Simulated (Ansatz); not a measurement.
# FH5MoO5: basis-set convergence

How large a basis does FH5MoO5 need? Two functionals are run in growing sets.

Method: one geometry, several basis sets; program: Ansatz 0.2.0, Gaussian basis.

Levels to be run: PBE0-D4/def2-SVP; ωB97M-V/def2-SVP; PBE0-D4/def2-QZVPP; ωB97M-V/def2-QZVPP; the functionals' def2-TZVPP values are taken from earlier runs.

### Step 1. The geometry

The geometry comes from an earlier relaxation with PBE0-D4 in a triple-zeta def2 set; it is a stationary point, not always the lowest conformer. Mo takes the def2 core potential; no spin-orbit term is included.

SMILES `[OH][Mo]([OH])([OH])([OH])([OH])[F]`, 12 atoms, charge 0, spin multiplicity 1.

Atoms are counted from 1 here; the program's logs count them from 0.

Bond lengths: O1–Mo2 1.847 Å, O1–H8 0.963 Å, Mo2–O3 1.854 Å, Mo2–O4 1.872 Å, Mo2–O5 1.899 Å, Mo2–O6 1.925 Å, Mo2–F7 1.934 Å, O3–H9 0.963 Å, O4–H10 0.963 Å, O5–H11 0.963 Å, O6–H12 0.962 Å. Angles: Mo2–O1–H8 119.5°, O1–Mo2–O3 98.8°, O1–Mo2–O4 154.5°, O1–Mo2–O5 87.8°, O1–Mo2–O6 101.1°, O1–Mo2–F7 79.4°, O3–Mo2–O4 95.5°, O3–Mo2–O5 158.8°, O3–Mo2–O6 77.0°, O3–Mo2–F7 93.0°, O4–Mo2–O5 86.4°, O4–Mo2–O6 102.7°, O4–Mo2–F7 78.9°, O5–Mo2–O6 82.0°, O5–Mo2–F7 108.0°, O6–Mo2–F7 169.9°, Mo2–O3–H9 120.7°, Mo2–O4–H10 116.8° and more.

### Step 2. PBE0-D4 in def2-SVP

Contents of in.yaml:

```yaml
crystal:
  periodic: [false, false, false]
  atoms:
    - {symbol: O, position_ang: [-0.493116, -1.838718, 0.431184]}
    - {symbol: Mo, position_ang: [0.114344, -0.131968, 0.069562]}
    - {symbol: O, position_ang: [0.888942, 0.247104, 1.710989]}
    - {symbol: O, position_ang: [1.089866, 1.147171, -0.887087]}
    - {symbol: O, position_ang: [-1.141791, -0.065648, -1.353454]}
    - {symbol: O, position_ang: [-1.228425, 0.931798, 0.948153]}
    - {symbol: F, position_ang: [1.629171, -1.181567, -0.517317]}
    - {symbol: H, position_ang: [-0.011332, -2.596706, 0.083056]}
    - {symbol: H, position_ang: [0.458577, 0.844871, 2.331401]}
    - {symbol: H, position_ang: [1.897838, 0.846384, -1.315762]}
    - {symbol: H, position_ang: [-1.094732, 0.731009, -1.892368]}
    - {symbol: H, position_ang: [-2.032441, 1.011071, 0.425644]}
basis:
  gaussian: {orbitals: def2-SVP}
hamiltonian: {xc: pbe0, dispersion: d4}
output: {orbitals: {seedname: orbitals}}
```

Command:

```
> ansatz run in.yaml --threads 2 --pin off --events-out ev --progress --plain --max-ram 32768MiB --backend cpu
```

The runs that follow: ωB97M-V in def2-SVP; PBE0-D4 in def2-QZVPP; ωB97M-V in def2-QZVPP.

Before running them: what should the planned runs give, taken together? Wanted: PBE0-D4: double and triple zeta above quadruple; ωB97M-V: double and triple zeta above quadruple.

**Answer**, as computed:

```
                                       quantity           value
PBE0-D4: double and triple zeta above quadruple  17.76, 0.85 eV
ωB97M-V: double and triple zeta above quadruple  18.11, 0.82 eV
```

What this shows: For PBE0-D4 the step from double to triple zeta gains 16.92 eV and the next only 0.85 eV. These are total energies; as a rule much of such shifts cancels in differences, which this series doesn't test.
